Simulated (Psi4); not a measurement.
# GaBH3ClO (SMILES O[B](Cl)[GaH2]): HF/3-21G

Aim: the energy change on altering one bond length of GaBH3ClO at HF/3-21G, from 2 runs. 

The calculation is run with Psi4 1.11.

### 1 The molecule

The species is GaBH3ClO (7 atoms), meant as a singlet with charge 0. As SMILES, `O[B](Cl)[GaH2]`. The coordinates come from a PBE0-D4/def2-TZVP relaxation. This is one conformer, not always the lowest.

Bond lengths: O1–B2 1.344 Å, B2–Cl3 1.789 Å, B2–Ga4 2.095 Å, O1–H5 0.965 Å, Ga4–H6 1.572 Å, Ga4–H7 1.572 Å. Angles: O1–B2–Cl3 118.4°, O1–B2–Ga4 123.4°, Cl3–B2–Ga4 118.3°, B2–O1–H5 114.1°, B2–Ga4–H6 121.3°, B2–Ga4–H7 121.3°, H6–Ga4–H7 117.4°.

### 2 A single-point energy at HF/3-21G

Input file bclgah3o.json:

```json
{
  "schema_name": "qcschema_input",
  "schema_version": 1,
  "molecule": {
    "schema_name": "qcschema_molecule",
    "schema_version": 2,
    "symbols": ["O", "B", "Cl", "Ga", "H", "H", "H"],
    "geometry": [-1.59776344, -2.32266238, 1.75196509, -0.06028226, -1.2564789, 0.0338261, 1.69886379, -3.2809425, -2.02295182, 0.38248057, 2.65733288, -0.36055974, -1.60796796, -4.14662604, 1.7119029, -1.30636767, 4.21881357, -2.24140416, 2.49065903, 4.13075234, 1.12722163],
    "molecular_charge": 0,
    "molecular_multiplicity": 1,
    "fix_symmetry": "c1"
  },
  "driver": "energy",
  "model": {
    "method": "hf",
    "basis": "3-21G"
  },
  "keywords": {
    "puream": true,
    "e_convergence": 1e-09,
    "d_convergence": 1e-08,
    "scf_type": "pk"
  }
}
```

Command:

```
$ psi4 --qcschema bclgah3o.json -n 1 --memory 2200MB
```

stdout:

```text
[...]
  Running in c1 symmetry.
[...]
  Nuclear repulsion =  275.852652696018652
[...]
  Multiplicity = 1
[...]
  Nalpha       = 32
  Nbeta        = 32
[...]
    Number of basis functions: 59
[...]
   @RHF iter   1: -2471.43317526022656   -4.45357e+00   1.34338e-02 ADIIS/DIIS
[...]
   @RHF iter  11: -2471.92564054057948   -3.18323e-11   9.57650e-09 DIIS
[...]
    Orbital Energies [Eh]
    ---------------------
    Doubly Occupied:
       1A   -376.426222     2A   -104.100616     3A    -47.958180
       4A    -42.217739     5A    -42.215875     6A    -42.215621
       7A    -20.516511     8A    -10.497700     9A     -7.960724
      10A     -7.957241    11A     -7.957149    12A     -7.657525
      13A     -6.345656    14A     -4.423026    15A     -4.417765
      16A     -4.417547    17A     -1.413006    18A     -1.118771
      19A     -1.104236    20A     -1.101794    21A     -1.101005
      22A     -1.095711    23A     -1.094657    24A     -0.787490
      25A     -0.651952    26A     -0.615842    27A     -0.578290
      28A     -0.544050    29A     -0.477831    30A     -0.474231
      31A     -0.421720    32A     -0.383570
[...]
  @RHF Final Energy: -2471.92564054057948
   => Energetics <=
    Nuclear Repulsion Energy =            275.8526526960186516
    One-Electron Energy =               -3995.0580780179798239
    Two-Electron Energy =                1247.2797847813822045
    Total Energy =                      -2471.9256405405790247
[...]
 Multipole Moments:
 ------------------------------------------------------------------------------------
     Multipole            Electronic (a.u.)      Nuclear  (a.u.)        Total (a.u.)
 ------------------------------------------------------------------------------------
 L = 1.  Multiply by 2.5417464519 to convert [e a0] to [Debye]
 Dipole X            :          0.6347742           -1.0240106           -0.3892364
 Dipole Y            :          4.1143597           -4.4198564           -0.3054968
 Dipole Z            :         -0.6061100            1.0399872            0.4338772
 Magnitude           :                                                    0.6580902
[...]
```

The result, in JSON:

```text
{
 "driver": "energy",
 "model": {
  "method": "hf",
  "basis": "3-21G"
 },
 "success": true,
 "return_result": -2471.9256405405795,
 "properties": {
  "calcinfo_nbasis": 59,
  "calcinfo_nmo": 59,
  "calcinfo_nalpha": 32,
  "calcinfo_nbeta": 32,
  "calcinfo_natom": 7,
  "nuclear_repulsion_energy": 275.85265269601865,
  "return_energy": -2471.9256405405795,
  "scf_one_electron_energy": -3995.05807801798,
  "scf_two_electron_energy": 1247.2797847813822,
  "scf_dipole_moment": [-0.3892363819421778, -0.3054967581282684, 0.4338772021431867],
  "scf_total_energy": -2471.9256405405795,
  "scf_iterations": 11
 }
}
```

Run time: 2.8 s. Hardware: 1 thread of Intel Xeon Platinum 8259CL at 2.50GHz (Skylake/Cascade Lake), shared host; peak memory 0.22 GiB.

### 3 The distorted shape: energy and gradient at HF/3-21G

Input file run.py:

```python
import psi4

psi4.set_memory(2200000000)
psi4.set_num_threads(1)
psi4.set_output_file('output.dat', False)

m = psi4.geometry("""
O     -2.12550536    -1.71532519     2.36899657
B     -0.58802419    -0.64914171     0.65085758
Cl     1.69886379    -3.28094250    -2.02295182
Ga    -0.14526136     3.26467007     0.25647174
H     -2.13570988    -3.53928885     2.32893438
H     -1.83410960     4.82615076    -1.62437267
H      1.96291711     4.73808953     1.74425312
units bohr
symmetry c1
""")

psi4.set_options({
    'basis': '3-21G',
    'reference': 'rhf',
    'puream': True,
    'e_convergence': 1e-09,
    'd_convergence': 1e-08,
    'scf_type': 'pk',
})

e, wfn = psi4.gradient("scf", return_wfn=True)
psi4.oeprop(wfn, "DIPOLE", "QUADRUPOLE", "MULLIKEN_CHARGES", title="SCF")
print('gradient / Eh bohr^-1')
print(e.np.round(6))
print(f'energy = {wfn.energy():.10f} Eh')
```

Command:

```
$ python run.py
```

output.dat:

```text
[...]
  Running in c1 symmetry.
[...]
  Nuclear repulsion =  255.052151767851768
[...]
  Multiplicity = 1
[...]
  Nalpha       = 32
  Nbeta        = 32
[...]
    Number of basis functions: 59
[...]
   @RHF iter   1: -2471.40403318134986   -4.86413e+00   1.34444e-02 ADIIS/DIIS
[...]
   @RHF iter  12: -2471.89936430917805   -1.36424e-12   2.40754e-09 DIIS
[...]
  @RHF Final Energy: -2471.89936430917805
   => Energetics <=
    Nuclear Repulsion Energy =            255.0521517678517682
    One-Electron Energy =               -3953.2483908665267336
    Two-Electron Energy =                1226.2968747894974513
    Total Energy =                      -2471.8993643091775994
[...]
  -Total Gradient:
     Atom            X                  Y                   Z
    ------   -----------------  -----------------  -----------------
       1       -0.017548422404     0.013381306437     0.020350141346
       2       -0.013185972362     0.006704675635     0.015138687695
       3        0.027157449415    -0.026806174336    -0.031636406086
       4       -0.009133826509    -0.008815297033     0.010129259533
       5        0.009583848139     0.010754933608    -0.010595086310
       6        0.003167453251     0.002332328284    -0.000279791004
       7       -0.000040529520     0.002448227732    -0.003106805161
[...]
 Multipole Moments:
 ------------------------------------------------------------------------------------
     Multipole            Electronic (a.u.)      Nuclear  (a.u.)        Total (a.u.)
 ------------------------------------------------------------------------------------
 L = 1.  Multiply by 2.5417464519 to convert [e a0] to [Debye]
 Dipole X            :         -0.1501911           -0.8716271           -1.0218182
 Dipole Y            :          5.1695450           -4.5952227            0.5743223
 Dipole Z            :          0.3159277            0.8618218            1.1777495
 Magnitude           :                                                    1.6616415
 L = 2.  Multiply by 1.3450342976 to convert [e a0^2] to [Debye ang]
 Quadrupole XX       :       -132.9744656           99.2876517          -33.6868139
 Quadrupole XY       :         76.0879086          -71.6182147            4.4696940
[...]
  Mulliken Charges: (a.u.)
   Center  Symbol    Alpha    Beta     Spin     Total
       1     O     4.33815  4.33815  0.00000 -0.67631
       2     B     2.36378  2.36378  0.00000  0.27244
       3    CL     8.75297  8.75297  0.00000 -0.50594
       4    GA    15.08749 15.08749  0.00000  0.82503
       5     H     0.27353  0.27353  0.00000  0.45293
       6     H     0.59204  0.59204  0.00000 -0.18409
       7     H     0.59203  0.59203  0.00000 -0.18406
   Total alpha = 32.00000, Total beta = 32.00000, Total charge = -0.00000
```

Standard output:

```text
gradient / Eh bohr^-1
[[-1.7548e-02  1.3381e-02  2.0350e-02]
 [-1.3186e-02  6.7050e-03  1.5139e-02]
 [ 2.7157e-02 -2.6806e-02 -3.1636e-02]
 [-9.1340e-03 -8.8150e-03  1.0129e-02]
 [ 9.5840e-03  1.0755e-02 -1.0595e-02]
 [ 3.1670e-03  2.3320e-03 -2.8000e-04]
 [-4.1000e-05  2.4480e-03 -3.1070e-03]]
energy = -2471.8993643092 Eh
```

Wall time 3.6 s (1 thread of Intel Xeon Platinum 8259CL at 2.50GHz (Skylake/Cascade Lake), shared host); peak memory 0.22 GiB.

### 4 What came out

At HF/3-21G:

```
                                                          quantity           value
                                         first shape: total energy  -2471.92564 Eh
                                        first shape: dipole moment          1.67 D
                                          first shape: HOMO energy       -10.44 eV
                                          first shape: LUMO energy         1.00 eV
                                        first shape: HOMO–LUMO gap        11.44 eV
                                     distorted shape: total energy  -2471.89936 Eh
                                    distorted shape: dipole moment          4.22 D
                                      distorted shape: HOMO energy       -10.69 eV
                                      distorted shape: LUMO energy         0.40 eV
                                    distorted shape: HOMO–LUMO gap        11.09 eV
                         distorted shape: largest force on an atom      2.549 eV/Å
energy change with the B2–Cl3 bond stretched from 1.789 to 2.325 Å        0.715 eV
```

**Reading.** With the B2–Cl3 bond stretched from 1.789 to 2.325 Å the energy rises by 0.72 eV (16.5 kcal/mol). The first shape isn't relaxed at this level, so the change isn't measured from a minimum. Mulliken charges (distorted shape) run from -0.68 on O1 to +0.83 on Ga4.
